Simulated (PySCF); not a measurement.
# BiF3: other functionals and bases at one geometry

One table from this session's results is given with a row withheld; the runs are named, their logs left out.

The runs use PySCF 2.14.0; several levels, as the steps say, no spin–orbit coupling.

4 further runs of the same task are left out: 2 for a known fault of the program, 1 that didn't finish, 1 set aside as unsound or not needed.

### Starting geometry

4 atoms, charge 0, spin multiplicity 1.

Bond lengths: Bi1–F2 2.037 Å, Bi1–F3 2.037 Å, Bi1–F4 2.037 Å. Angles: F2–Bi1–F3 97.4°, F2–Bi1–F4 97.4°, F3–Bi1–F4 97.4°.

As a file:

```mol
BiF3
  3D, bonds by distance, orders not assigned

  4  3  0  0  0  0  0  0  0  0999 V2000
    0.0000    0.0000    0.4006 Bi  0  0
    1.7675    0.0000   -0.6127 F   0  0
   -0.8838    1.5307   -0.6127 F   0  0
   -0.8838   -1.5307   -0.6127 F   0  0
  1  2  8  0
  1  3  8  0
  1  4  8  0
M  END
```

Formal oxidation states: Bi +3. An earlier session relaxed this geometry at TPSS, Bi def2-SVP with ECP60, F def2-SVP (singlet, point group C3v).

At TPSS on the finer grid: E = -513.944169 Eh, HOMO -8.15 eV, LUMO -2.18 eV, Mulliken charge on Bi1 +1.25 e, largest force component 0.148 eV/Å. 

Levels to run: r2SCAN; PBE0; TPSSh; HF; TPSS, TZVP; TPSS, x2c-SVP. Hardware: 2 threads of Arm Neoverse V2, shared host.

Set-up of the first run:

run.py (the lines that set the calculation) reads:

```python
mol = gto.M(atom='''
Bi     0.00000     0.00000     0.40058
F      1.76752     0.00001    -0.61274
F     -0.88377     1.53071    -0.61274
F     -0.88375    -1.53072    -0.61274''',
    basis={'Bi': 'def2-SVP', 'F': 'def2-SVP'},
    ecp={'Bi': 'def2-SVP'},
    charge=0, spin=0)
mf = dft.RKS(mol, xc='R2SCAN')
mf.grids.atom_grid = (75, 302)
mf = mf.density_fit()  # fitting sets: Bi def2-universal-JKFIT, F def2-universal-JKFIT
mf.conv_tol = 1e-08; mf.max_cycle = 55
mf.kernel(dm0)  # dm0: the density of the relaxed state
```

On the command line:

```bash
> OMP_NUM_THREADS=2 python run.py
```

Steps of the session up to this table: r2SCAN; PBE0; TPSSh; HF; TPSS, TZVP; TPSS, x2c-SVP.

One of the session's tables, all rows but one given; the rest of the session is left out.

| level | HOMO (eV) | gap (eV) | charge on Bi1 (e) | dipole (D) | largest force component (eV/Å) |
| --- | --- | --- | --- | --- | --- |
| TPSS (relaxed here) | -8.15 | 5.96 | 1.25 | 4.62 | 0.15 |
| r2SCAN | -8.53 | 6.40 | 1.34 | 4.84 | 0.31 |
| PBE0 | -9.71 | 8.08 | 1.38 | 5.04 | 0.48 |
| TPSSh | -8.81 | 6.88 | 1.32 | 4.82 | 0.22 |
| HF | -13.43 | 14.67 | 1.80 | 5.93 | 1.17 |
| TPSS, TZVP | ? | ? | ? | ? | ? |
| TPSS, x2c-SVP | -8.16 | 6.01 | 1.31 | 4.61 | 0.58 |

**Question.** Estimate the row for TPSS, TZVP.

**Answer.** HOMO (eV): -8.65; gap (eV): 6.14; charge on Bi1 (e): 1.38; dipole (D): 4.88; largest force component (eV/Å): 0.66. In the column «HOMO (eV)» it lies between TPSSh (-8.81) and r2SCAN (-8.53).

In one basis the HOMO–LUMO gap runs from 5.96 eV (TPSS) to 14.67 eV (HF). The largest leftover force, 1.17 eV/Å with HF, stands at a geometry relaxed at another level. Total energies of different levels can't be compared.
